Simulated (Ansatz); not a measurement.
Crystal: MgGe2.

```
Ge Mg
1.0
     5.52149   -1.84985    0.00000
     5.52149    1.84985    0.00000
    -3.21762    0.00000    6.00777
Ge Mg
4 2
Direct
  0.52923 0.52923 0.29362
  0.47077 0.47077 0.70638
  0.88039 0.88039 0.98544
  0.11961 0.11961 0.01456
  0.81529 0.81529 0.34925
  0.18471 0.18471 0.65075
```

The cell comes from a database or a generator and needn't be the stable form of this composition.

Base run:

* Program: Ansatz 0.2.0
* Functional: PBEsol
* Potentials or basis: Ansatz PAW
* Cutoff: 420 eV
* Density cutoff: 1680 eV
* k mesh: 8 × 8 × 5
* Occupations: fermi-dirac, width 0.05 eV
* Spin: no spin polarisation

Its results: band gap on the k mesh none (metal or under the smearing width); pressure -2.7 GPa; largest force 0.157 eV/Å.

Problem. The run is repeated on the same cell with these changes: functional from PBEsol to LDA. What comes out?

Solution. Band gap on the k mesh none (metal or under the smearing width); pressure -4.3 GPa; largest force 0.246 eV/Å.

LDA binds more tightly than PBEsol, so the same cell stands under less pressure.

Caveats: the PAW data sets come from PBE, with cores solved anew for the run's functional, which leaves a small shift of forces and pressure.

Not every run made on this cell is shown here.
